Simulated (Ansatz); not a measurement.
**Ge₂H₄ (singlet): one geometry, many settings at distance Ge1–Ge2 = 4.160 Å**

What do other methods and options give for Ge₂H₄ (singlet) at this geometry, and how long do they take?

Computed with Ansatz 0.2.0, Gaussian basis. Level: the settings change from run to run.

22 further runs of the same task are left out: 2 for a known fault of the program, 3 for a mislabelled method, 13 that didn't finish, 4 set aside as unsound or not needed.

### Step 1. The geometry

The geometry derives from a PBE0/def2-TZVP stationary point (not a proven minimum). One bond is set to the value named and the two fragments are kept rigid. No spin-orbit coupling is included. The filled d shell of Ge may be among the frozen orbitals whatever the setting's name suggests; the logs give the count.

6 atoms, charge 0, spin multiplicity 1.

Atoms are counted from 1 here; the program's logs count them from 0.

Bond lengths: Ge1–H3 1.539 Å, Ge1–H4 1.539 Å, Ge2–H5 1.539 Å, Ge2–H6 1.539 Å. Angles: H3–Ge1–H4 109.5°, H5–Ge2–H6 109.5°.

As a file:

```mol
Ge2H4
  3D, bonds by distance, orders not assigned

  6  4  0  0  0  0  0  0  0  0999 V2000
   -0.0891    0.0000    2.0781 Ge  0  0
    0.0891    0.0000   -2.0781 Ge  0  0
    0.4350   -1.2575    2.7949 H   0  0
    0.4350    1.2575    2.7949 H   0  0
   -0.4350   -1.2575   -2.7949 H   0  0
   -0.4350    1.2575   -2.7949 H   0  0
  1  3  8  0
  1  4  8  0
  2  5  8  0
  2  6  8  0
M  END
```

### Step 2. CISD/cc-pVDZ

in.yaml reads:

```yaml
crystal:
  periodic: [false, false, false]
  atoms:
    - {symbol: Ge, position_ang: [-0.089071, 0.000000, 2.078092]}
    - {symbol: Ge, position_ang: [0.089071, 0.000000, -2.078092]}
    - {symbol: H, position_ang: [0.435048, -1.257455, 2.794865]}
    - {symbol: H, position_ang: [0.435048, 1.257455, 2.794865]}
    - {symbol: H, position_ang: [-0.435048, -1.257455, -2.794865]}
    - {symbol: H, position_ang: [-0.435048, 1.257455, -2.794865]}
basis:
  gaussian: {orbitals: cc-pVDZ}
correlation: {active_space: {ras: {orbitals: [6, 0, 40], electrons: 12, max_holes: 2, max_particles: 2}, fixed_orbitals: true}}
scf: {lower_state_search: off}
```

Started as:

```
$ ansatz run in.yaml --threads 1 --pin off --events-out ev --progress --plain --max-ram 2393MiB
```

Output:

```text
Functional definition: HF
  name "HF"
  cite "Fock, Z. Phys. 61, 126 (1930) doi:10.1007/BF01340294"
  parent pbe
  exchange = exact_x
  correlation = 0
these checks for a lower state are left out or cut short: stability, starts, cluster_reference, orbital_swaps, neighbouring_geometries, increment
826 factors; integrals over basis functions are off by at most 1.1e-3 eV
mean field evaluation 1: about -113004.7249 eV, gradient 9.9e0 eV
mean field evaluation 2: about -113004.7287 eV, gradient 9.9e0 eV
mean field evaluation 4: about -113005.4317 eV, gradient 6.5e-1 eV
mean field evaluation 8: about -113005.4363 eV, gradient 9.0e-5 eV
mean field -113005.43634888 eV, -4152.8731879854 hartree, gradient 1.4e-6 eV, S^2 0.000000; 0 other end points of the search recorded, 0 dependent functions left out
reference -113005.43634888 eV, -4152.8731879854 hartree; 34, 34 occupied and 40, 40 virtual orbitals, 826 factors
state -113010.78385618 eV, -4153.0697052541 hartree
Total energy: -113010.78385618 eV, -4153.0697052541 hartree
Checks for a lower state left out: stability, starts, cluster_reference, orbital_swaps, neighbouring_geometries, increment
```

Run time: 2.3 s. Hardware: 1 thread of Arm Neoverse V1, shared host.

From the report: 20,497 determinants.

### Step 3. CCSD(T)/6-31G*

Edit in.yaml of step 2 so:

```diff
@@ -10,4 +10,5 @@
 basis:
-  gaussian: {orbitals: cc-pVDZ}
-correlation: {active_space: {ras: {orbitals: [6, 0, 40], electrons: 12, max_holes: 2, max_particles: 2}, fixed_orbitals: true}}
-scf: {lower_state_search: off}
+  gaussian: {orbitals: "6-31G*"}
+magnetization: {spin_polarized: false}
+hamiltonian: {xc: {name: B3LYP}}
+correlation: {method: ccsd_t, electrons: outside_noble_gas, diis_vectors: 1}
```

Launched as before.

Output (excerpt; [...] marks lines left out):

```text
Functional definition: B3LYP
  name "B3LYP"
  cite "Stephens, Devlin, Chabalowski & Frisch, J. Phys. Chem. 98, 11623 (1994) doi:10.1021/j100096a001"
  cite "Becke, Phys. Rev. A 38, 3098 (1988) doi:10.1103/PhysRevA.38.3098"
  cite "Lee, Yang & Parr, Phys. Rev. B 37, 785 (1988) doi:10.1103/PhysRevB.37.785"
  cite "Vosko, Wilk & Nusair, Can. J. Phys. 58, 1200 (1980) doi:10.1139/p80-159"
[...]
748 factors; integrals over basis functions are off by at most 3.6e-4 eV
[...]
mean field -113085.43939627 eV, -4155.8132457491 hartree, gradient 4.5e-6 eV, S^2 0.000000; 0 other end points of the search recorded, 0 dependent functions left out
28 core orbitals not correlated: weight in the atoms' cores, before any rotation towards them, 0.999 or more for the frozen orbitals, at most 0.000 for the correlated occupied ones
reference -112990.42296535 eV, -4152.3214563171 hartree; 6, 6 occupied and 44, 44 virtual orbitals, 748 factors
second order -3.98020227 eV of doubles, -0.34262443 eV of singles
cycle   1  -5.05122756 eV  change   -7.3e-1 eV  update   8.1e-2
[...]
cycle  23  -5.43624926 eV  change    1.6e-6 eV  update   1.4e-5
perturbative correction -0.11425097 eV, -0.0041986458 hartree
Total energy: -112995.97346558 eV, -4152.5254334385 hartree
```

It took 4 s on 1 thread of Arm Neoverse V1, shared host.

From the report: correlation -5.5505 eV; T1 0.028; largest double amplitude 0.08. The orbitals are Kohn-Sham ones, so correlation energy and T1 don't compare with those on Hartree-Fock orbitals.

### Step 4. HF/cc-pVDZ

Edit in.yaml of step 3 so:

```diff
@@ -10,5 +10,6 @@
 basis:
-  gaussian: {orbitals: "6-31G*"}
+  gaussian: {orbitals: cc-pVDZ}
 magnetization: {spin_polarized: false}
-hamiltonian: {xc: {name: B3LYP}}
-correlation: {method: ccsd_t, electrons: outside_noble_gas, diis_vectors: 1}
+hamiltonian: {xc: hf}
+scf: {lower_state_search: off}
+output: {forces: true, orbitals: {seedname: orbitals}}
```

Launched as before.

Output (excerpt; [...] marks lines left out):

```text
Functional definition: HF
  name "HF"
  cite "Fock, Z. Phys. 61, 126 (1930) doi:10.1007/BF01340294"
  parent pbe
[...]
826 factors; integrals over basis functions are off by at most 1.1e-3 eV
[...]
mean field -113005.43634888 eV, -4152.8731879854 hartree, gradient 1.4e-6 eV, S^2 0.000000; 0 other end points of the search recorded, 0 dependent functions left out
[...]
reference -113005.43634888 eV, -4152.8731879854 hartree; 34, 34 occupied and 40, 40 virtual orbitals, 826 factors
Total energy: -113005.43634888 eV, -4152.8731879854 hartree
Atom 0 at    -0.089071     0.000000     2.078092 Å, force    -1.514055    -0.000000    -1.554825 eV/Å
Atom 1 at     0.089071     0.000000    -2.078092 Å, force     1.514055     0.000000     1.554825 eV/Å
Atom 2 at     0.435048    -1.257455     2.794865 Å, force     0.705251    -0.059217     0.755468 eV/Å
Atom 3 at     0.435048     1.257455     2.794865 Å, force     0.705251     0.059217     0.755468 eV/Å
Atom 4 at    -0.435048    -1.257455    -2.794865 Å, force    -0.705251    -0.059217    -0.755468 eV/Å
Atom 5 at    -0.435048     1.257455    -2.794865 Å, force    -0.705251     0.059217    -0.755468 eV/Å
Dipole moment:    -0.000000    -0.000000     0.000000 e Å
Checks for a lower state left out: stability, starts, cluster_reference, orbital_swaps, neighbouring_geometries, increment
```

It took 1.8 s on 1 thread of Arm Neoverse V1, shared host.

### Step 5. CCSD(T) on UHF/STO-3G

Edit in.yaml of step 4 so:

```diff
@@ -10,6 +10,6 @@
 basis:
-  gaussian: {orbitals: cc-pVDZ}
-magnetization: {spin_polarized: false}
-hamiltonian: {xc: hf}
-scf: {lower_state_search: off}
-output: {forces: true, orbitals: {seedname: orbitals}}
+  gaussian: {orbitals: STO-3G, fitting: {mean_field: def2-universal-jkfit}}
+magnetization: {spin_polarized: true, initial_magnetization: 0}
+correlation: {method: ccsd_t, electrons: valence, diis_vectors: 1}
+scf: {omitted_lower_state_checks: [cluster_reference]}
+output: {forces: true}
```

Launched as before.

Output (excerpt; [...] marks lines left out):

```text
Functional definition: HF
  name "HF"
  cite "Fock, Z. Phys. 61, 126 (1930) doi:10.1007/BF01340294"
  parent pbe
[...]
604 factors; integrals over basis functions are off by at most 1.6e-2 eV
[...]
mean field -111720.36850101 eV, -4105.6478156266 hartree, gradient 5.7e-7 eV, S^2 0.897974; 6 other end points of the search recorded, 0 dependent functions left out
18 core orbitals not correlated: weight in the atoms' cores, before any rotation towards them, 1.000 or more for the frozen orbitals, at most 0.000 for the correlated occupied ones
reference -111720.36850101 eV, -4105.6478156266 hartree; 16, 16 occupied and 6, 6 virtual orbitals, 604 factors
second order -1.41312985 eV of doubles, -0.00000000 eV of singles
cycle   1  -1.89036812 eV  change   -4.8e-1 eV  update   6.6e-2
[...]
cycle  20  -2.40969293 eV  change   -3.7e-7 eV  update   1.0e-6
perturbative correction -0.01436842 eV, -0.0005280296 hartree
[...]
Total energy: -111722.79256236 eV, -4105.7368982381 hartree
Atom 0 at    -0.089071     0.000000     2.078092 Å, force    -0.755614     0.000000    -0.797032 eV/Å
Atom 1 at     0.089071     0.000000    -2.078092 Å, force     0.755614    -0.000000     0.797032 eV/Å
Atom 2 at     0.435048    -1.257455     2.794865 Å, force     0.349518     1.308286     0.359139 eV/Å
Atom 3 at     0.435048     1.257455     2.794865 Å, force     0.349518    -1.308286     0.359139 eV/Å
Atom 4 at    -0.435048    -1.257455    -2.794865 Å, force    -0.349518     1.308286    -0.359139 eV/Å
Atom 5 at    -0.435048     1.257455    -2.794865 Å, force    -0.349518    -1.308286    -0.359139 eV/Å
Dipole moment:    -0.000000     0.000000    -0.000000 e Å
Checks for a lower state left out: cluster_reference
```

Run time: 13 s. Hardware: 1 thread of Arm Neoverse V1, shared host.

From the report: ⟨S²⟩ of the determinant 0.898 (pure singlet: 0.00); correlation -2.4241 eV; T1 0.073; largest double amplitude 0.11. The determinant is far from a pure spin state, so its energy mixes those of several spin states (harmless only where they are near-degenerate, as at dissociation).

### Step 6. CCSDT on RHF/STO-3G

Edit in.yaml of step 5 so:

```diff
@@ -10,6 +10,5 @@
 basis:
-  gaussian: {orbitals: STO-3G, fitting: {mean_field: def2-universal-jkfit}}
-magnetization: {spin_polarized: true, initial_magnetization: 0}
-correlation: {method: ccsd_t, electrons: valence, diis_vectors: 1}
-scf: {omitted_lower_state_checks: [cluster_reference]}
+  gaussian: {orbitals: STO-3G}
+magnetization: {spin_polarized: false}
+correlation: {method: ccsdt, electrons: outside_noble_gas}
 output: {forces: true}
```

Launched as before.

Output (excerpt; [...] marks lines left out):

```text
Functional definition: HF
  name "HF"
  cite "Fock, Z. Phys. 61, 126 (1930) doi:10.1007/BF01340294"
  parent pbe
[...]
473 factors; integrals over basis functions are off by at most 3.4e-8 eV
[...]
mean field -111720.03255121 eV, -4105.6354696992 hartree, gradient 4.1e-6 eV, S^2 0.000000; 1 other end points of the search recorded, 0 dependent functions left out; unrestricted orbitals would lower it
28 core orbitals not correlated, not the lowest: weight in the atoms' cores, before any rotation towards them, 0.751 or more for the frozen orbitals, at most 0.474 for the correlated occupied ones
reference -111720.03255121 eV, -4105.6354696992 hartree; 6, 6 occupied and 6, 6 virtual orbitals, 473 factors
second order -1.65990273 eV of doubles, -0.00000000 eV of singles
cycle   1  -2.24045680 eV  change   -5.8e-1 eV  update   8.1e-2
[...]
cycle  17  -2.67381761 eV  change    1.3e-7 eV  update   9.8e-7
[...]
Total energy: -111722.70636883 eV, -4105.7337306842 hartree
Atom 0 at    -0.089071     0.000000     2.078092 Å, force    -0.791628    -0.000000    -0.873779 eV/Å
Atom 1 at     0.089071     0.000000    -2.078092 Å, force     0.791628    -0.000000     0.873779 eV/Å
Atom 2 at     0.435048    -1.257455     2.794865 Å, force     0.367678     1.259794     0.381933 eV/Å
Atom 3 at     0.435048     1.257455     2.794865 Å, force     0.367678    -1.259794     0.381933 eV/Å
Atom 4 at    -0.435048    -1.257455    -2.794865 Å, force    -0.367678     1.259794    -0.381933 eV/Å
Atom 5 at    -0.435048     1.257455    -2.794865 Å, force    -0.367678    -1.259794    -0.381933 eV/Å
Dipole moment:     0.000000     0.000000     0.000000 e Å
```

Wall time 1.2 s (1 thread of Arm Neoverse V1, shared host).

From the report: correlation -2.6738 eV; T1 0.009; largest double amplitude 0.10.

### Step 7. CCSD/cc-pVDZ

Edit in.yaml of step 6 so:

```diff
@@ -10,5 +10,7 @@
 basis:
-  gaussian: {orbitals: STO-3G}
+  gaussian: {orbitals: cc-pVDZ}
 magnetization: {spin_polarized: false}
-correlation: {method: ccsdt, electrons: outside_noble_gas}
-output: {forces: true}
+hamiltonian: {xc: {name: PBE}}
+correlation: {method: ccsd, electrons: outside_noble_gas}
+accuracy: high
+scf: {lower_state_search: off}
```

Launched as before.

Output (excerpt; [...] marks lines left out):

```text
Functional definition: PBE
  name "PBE"
  cite "Perdew, Burke & Ernzerhof, Phys. Rev. Lett. 77, 3865 (1996) doi:10.1103/PhysRevLett.77.3865"
  parent pbe
[...]
1538 factors; integrals over basis functions are off by at most 4.6e-9 eV
[...]
mean field -113078.67706867 eV, -4155.5647347935 hartree, gradient 1.6e-8 eV, S^2 0.000000; 0 other end points of the search recorded, 0 dependent functions left out
28 core orbitals not correlated: weight in the atoms' cores, before any rotation towards them, 0.999 or more for the frozen orbitals, at most 0.000 for the correlated occupied ones
reference -113004.13342229 eV, -4152.8253063166 hartree; 6, 6 occupied and 40, 40 virtual orbitals, 1538 factors
second order -4.90210351 eV of doubles, -0.54028090 eV of singles
cycle   1  -6.22966469 eV  change   -7.9e-1 eV  update   9.1e-2
[...]
cycle  29  -6.69719245 eV  change   7.3e-10 eV  update  8.1e-10
Total energy: -113010.83061475 eV, -4153.0714235998 hartree
Checks for a lower state left out: stability, starts, cluster_reference, orbital_swaps, neighbouring_geometries, increment
```

Run time: 6 s. Hardware: 1 thread of Arm Neoverse V1, shared host.

From the report: correlation -6.6972 eV; T1 0.051; largest double amplitude 0.09. The orbitals are Kohn-Sham ones, so correlation energy and T1 don't compare with those on Hartree-Fock orbitals.

### Step 8. BCCD(T) on RHF/cc-pVDZ

Edit in.yaml of step 7 so:

```diff
@@ -12,5 +12,5 @@
 magnetization: {spin_polarized: false}
-hamiltonian: {xc: {name: PBE}}
-correlation: {method: ccsd, electrons: outside_noble_gas}
+correlation: {method: bccd_t, electrons: outside_noble_gas}
 accuracy: high
-scf: {lower_state_search: off}
+scf: {omitted_lower_state_checks: [cluster_reference]}
+output: {forces: true}
```

The command is unchanged.

Output (excerpt; [...] marks lines left out):

```text
Functional definition: HF
  name "HF"
  cite "Fock, Z. Phys. 61, 126 (1930) doi:10.1007/BF01340294"
  parent pbe
[...]
1538 factors; integrals over basis functions are off by at most 4.6e-9 eV
[...]
mean field -113005.43648602 eV, -4152.8731930252 hartree, gradient 2.4e-8 eV, S^2 0.000000; 0 other end points of the search recorded, 0 dependent functions left out; unrestricted orbitals would lower it
28 core orbitals not correlated: weight in the atoms' cores, before any rotation towards them, 0.999 or more for the frozen orbitals, at most 0.000 for the correlated occupied ones
reference -113005.43648602 eV, -4152.8731930252 hartree; 6, 6 occupied and 40, 40 virtual orbitals, 1538 factors
second order -4.54808896 eV of doubles, -0.00000000 eV of singles
cycle   1  -5.52264911 eV  change   -9.7e-1 eV  update   8.4e-2
[...]
cycle  31  -5.94237078 eV  change  -9.1e-11 eV  update  8.3e-10
perturbative correction -0.11917201 eV, -0.0043794906 hartree
[...]
Total energy: -113011.49802881 eV, -4153.0959506140 hartree
Atom 0 at    -0.089071     0.000000     2.078092 Å, force    -1.576064    -0.000000    -1.783620 eV/Å
Atom 1 at     0.089071     0.000000    -2.078092 Å, force     1.576064     0.000000     1.783620 eV/Å
Atom 2 at     0.435048    -1.257455     2.794865 Å, force     0.746129    -0.256118     0.846557 eV/Å
Atom 3 at     0.435048     1.257455     2.794865 Å, force     0.746129     0.256118     0.846557 eV/Å
Atom 4 at    -0.435048    -1.257455    -2.794865 Å, force    -0.746129    -0.256118    -0.846557 eV/Å
Atom 5 at    -0.435048     1.257455    -2.794865 Å, force    -0.746129     0.256118    -0.846557 eV/Å
Dipole moment:     0.000000     0.000000    -0.000000 e Å
Checks for a lower state left out: cluster_reference
```

It took 16 s on 1 thread of Arm Neoverse V1, shared host.

From the report: correlation -6.0615 eV; largest double amplitude 0.08.

### Step 9. MP2 on UHF/6-31G*

Edit in.yaml of step 8 so:

```diff
@@ -10,7 +10,5 @@
 basis:
-  gaussian: {orbitals: cc-pVDZ}
-magnetization: {spin_polarized: false}
-correlation: {method: bccd_t, electrons: outside_noble_gas}
-accuracy: high
-scf: {omitted_lower_state_checks: [cluster_reference]}
+  gaussian: {orbitals: "6-31G*"}
+magnetization: {spin_polarized: true, initial_magnetization: 0}
+correlation: {method: mp2, electrons: outside_noble_gas}
 output: {forces: true}
```

Launched as before.

Output (excerpt; [...] marks lines left out):

```text
Functional definition: HF
  name "HF"
  cite "Fock, Z. Phys. 61, 126 (1930) doi:10.1007/BF01340294"
  parent pbe
[...]
748 factors; integrals over basis functions are off by at most 3.6e-4 eV
[...]
mean field -112991.59343045 eV, -4152.3644701162 hartree, gradient 4.1e-6 eV, S^2 0.920971; 6 other end points of the search recorded, 0 dependent functions left out
28 core orbitals not correlated: weight in the atoms' cores, before any rotation towards them, 1.000 or more for the frozen orbitals, at most 0.000 for the correlated occupied ones
reference -112991.59343045 eV, -4152.3644701162 hartree; 6, 6 occupied and 44, 44 virtual orbitals, 748 factors
second order -3.29847894 eV of doubles, -0.00000000 eV of singles
[...]
Total energy: -112994.89190939 eV, -4152.4856869815 hartree
Atom 0 at    -0.089071     0.000000     2.078092 Å, force    -1.429232    -0.000000    -1.608643 eV/Å
Atom 1 at     0.089071     0.000000    -2.078092 Å, force     1.429232     0.000000     1.608642 eV/Å
Atom 2 at     0.435048    -1.257455     2.794865 Å, force     0.671391    -0.238548     0.735013 eV/Å
Atom 3 at     0.435048     1.257455     2.794865 Å, force     0.671391     0.238548     0.735013 eV/Å
Atom 4 at    -0.435048    -1.257455    -2.794865 Å, force    -0.671390    -0.238547    -0.735012 eV/Å
Atom 5 at    -0.435048     1.257455    -2.794865 Å, force    -0.671390     0.238547    -0.735012 eV/Å
Dipole moment:    -0.000000    -0.000000    -0.000000 e Å
```

Run time: 10 s. Hardware: 1 thread of Arm Neoverse V1, shared host.

From the report: ⟨S²⟩ of the determinant 0.921 (pure singlet: 0.00). The determinant is far from a pure spin state, so its energy mixes those of several spin states (harmless only where they are near-degenerate, as at dissociation).

### Step 10. CCSD on RHF/cc-pVDZ

Edit in.yaml of step 9 so:

```diff
@@ -10,5 +10,6 @@
 basis:
-  gaussian: {orbitals: "6-31G*"}
-magnetization: {spin_polarized: true, initial_magnetization: 0}
-correlation: {method: mp2, electrons: outside_noble_gas}
+  gaussian: {orbitals: cc-pVDZ}
+magnetization: {spin_polarized: false}
+correlation: {method: ccsd, electrons: valence}
+scf: {omitted_lower_state_checks: [cluster_reference]}
 output: {forces: true}
```

Same command.

Output (excerpt; [...] marks lines left out):

```text
Functional definition: HF
  name "HF"
  cite "Fock, Z. Phys. 61, 126 (1930) doi:10.1007/BF01340294"
  parent pbe
[...]
826 factors; integrals over basis functions are off by at most 1.1e-3 eV
[...]
mean field -113005.43634888 eV, -4152.8731879854 hartree, gradient 1.4e-6 eV, S^2 0.000000; 0 other end points of the search recorded, 0 dependent functions left out; unrestricted orbitals would lower it
18 core orbitals not correlated: weight in the atoms' cores, before any rotation towards them, 1.000 or more for the frozen orbitals, at most 0.000 for the correlated occupied ones
reference -113005.43634888 eV, -4152.8731879854 hartree; 16, 16 occupied and 40, 40 virtual orbitals, 826 factors
second order -5.52433657 eV of doubles, -0.00000000 eV of singles
cycle   1  -6.44082799 eV  change   -9.2e-1 eV  update   8.6e-2
[...]
cycle  16  -6.90055806 eV  change    2.8e-8 eV  update   1.7e-6
[...]
Total energy: -113012.33690693 eV, -4153.1267788166 hartree
Atom 0 at    -0.089071     0.000000     2.078092 Å, force    -1.501382     0.000000    -1.676606 eV/Å
Atom 1 at     0.089071     0.000000    -2.078092 Å, force     1.501382     0.000000     1.676606 eV/Å
Atom 2 at     0.435048    -1.257455     2.794865 Å, force     0.709318    -0.155827     0.799390 eV/Å
Atom 3 at     0.435048     1.257455     2.794865 Å, force     0.709318     0.155827     0.799390 eV/Å
Atom 4 at    -0.435048    -1.257455    -2.794865 Å, force    -0.709318    -0.155827    -0.799390 eV/Å
Atom 5 at    -0.435048     1.257455    -2.794865 Å, force    -0.709318     0.155827    -0.799390 eV/Å
Dipole moment:     0.000000     0.000000    -0.000000 e Å
Checks for a lower state left out: cluster_reference
```

Run time: 11 s. Hardware: 1 thread of Arm Neoverse V1, shared host.

From the report: correlation -6.9006 eV; T1 0.009; largest double amplitude 0.08.

### Step 11. The runs in one table

Where basis and cores are those of an earlier RCCSDT(Q)/cc-pVDZ run (-113011.5354 eV), and the state is the same kind, the miss against it is given.

| level | correlated | functions | energy (eV) | from RCCSDT(Q) (meV) | time |
| --- | --- | --- | --- | --- | --- |
| CISD/cc-pVDZ | outside noble gas | 74 | -113010.7839 | 751.5 | 2.3 s |
| CCSD(T)/6-31G* (on B3LYP orbitals) | outside noble gas | 78 | -112995.9735 |  | 4 s |
| HF/cc-pVDZ |  | 74 | -113005.4363 | 6099.0 | 1.8 s |
| CCSD(T) on UHF/STO-3G | valence | 40 | -111722.7926 |  | 13 s |
| CCSDT on RHF/STO-3G | outside noble gas | 40 | -111722.7064 |  | 1.2 s |
| CCSD/cc-pVDZ (on PBE orbitals) | outside noble gas | 74 | -113010.8306 | 704.8 | 6 s |
| BCCD(T) on RHF/cc-pVDZ | outside noble gas | 74 | -113011.4980 | 37.4 | 16 s |
| MP2 on UHF/6-31G* | outside noble gas | 78 | -112994.8919 |  | 10 s |
| CCSD on RHF/cc-pVDZ | valence | 74 | -113012.3369 |  | 11 s |

### Step 12. Outcome

```
quantity                         value
    runs                             9
quickest    CCSDT on RHF/STO-3G, 1.2 s
 slowest  BCCD(T) on RHF/cc-pVDZ, 16 s
```

Total energies in different bases, with other cores or another treatment of relativity can't be set against each other. BCCD(T) on RHF/cc-pVDZ took 13 times as long as CCSDT on RHF/STO-3G; the jobs differ in more than the method. Among the correlated runs with a miss given, it spans +37 to +752 meV. Hartree-Fock, CASSCF and CASCI lack dynamic correlation by design. Cores frozen from Kohn-Sham orbitals shift the total energy.
